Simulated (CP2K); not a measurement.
# NaLaMnMoO6 in CP2K: the effect of functional

NaLaMnMoO6:

```
Na La Mn Mo O
1.0
     5.55735    0.00000    0.00000
     0.00000    5.59794    0.00000
    -0.06213    0.00000    8.02463
Na La Mn Mo O
2 2 2 2 12
Direct
  0.75008 0.51572 0.49924
  0.24992 0.01572 0.50076
  0.25715 0.95896 0.99937
  0.74285 0.45896 0.00063
  0.24767 0.48762 0.25607
  0.75233 0.98762 0.74393
  0.75559 0.99666 0.27090
  0.24441 0.49666 0.72910
  0.67335 0.97830 0.49061
  0.03402 0.81017 0.27726
  0.93353 0.28910 0.28026
  0.47817 0.20966 0.19922
  0.54435 0.73563 0.20079
  0.82956 0.01818 0.00392
  0.32665 0.47830 0.50939
  0.96598 0.31017 0.72274
  0.06647 0.78910 0.71974
  0.52183 0.70966 0.80078
  0.45565 0.23563 0.79921
  0.17044 0.51818 0.99608
```

The cell was built by a generator and needn't be a form met in nature.

Alike in all runs:

* Program: CP2K 2026.2
* Task: single point
* Potentials or basis: GTH_POTENTIALS Na GTH-PBE-q9, La GTH-PBE-q11, Mn GTH-PBE-q15, Mo GTH-PBE-q14, O GTH-PBE-q6; DZVP-MOLOPT-SR-GTH basis
* Density cutoff: 12245 eV
* k mesh: 4 × 4 × 3
* Occupations: fermi-dirac, width 0.05 eV
* Spin: collinear spin, ferromagnetic start
* Starting moments: [0.0, 0.0, 0.0, 0.0, 4.0, 4.0, 1.0, 1.0, 0.0, 0.0, 0.0, 0.0, 0.0, 0.0, 0.0, 0.0, 0.0, 0.0, 0.0, 0.0] μB

```tsv
functional	gap on the mesh (eV)	moment (μB)
LDA	0.30	9.95
PBEsol	0.42	9.98
RPBE	?	?
```

**Question.** What does the run with functional RPBE give?

**Answer.** gap on the mesh 0.52 eV; moment 9.99 μB.

Caveats: spin-orbit coupling is left out, which moves the levels of the heavy elements; an odd mesh through Γ misses points on the zone boundary, where band edges often lie; the basis of atomic orbitals isn't converged, which shifts pressures, moduli and gaps; only a ferromagnetic start was run, and an antiferromagnetic order may lie lower in energy.

Runs at the PBE level aren't shown here.
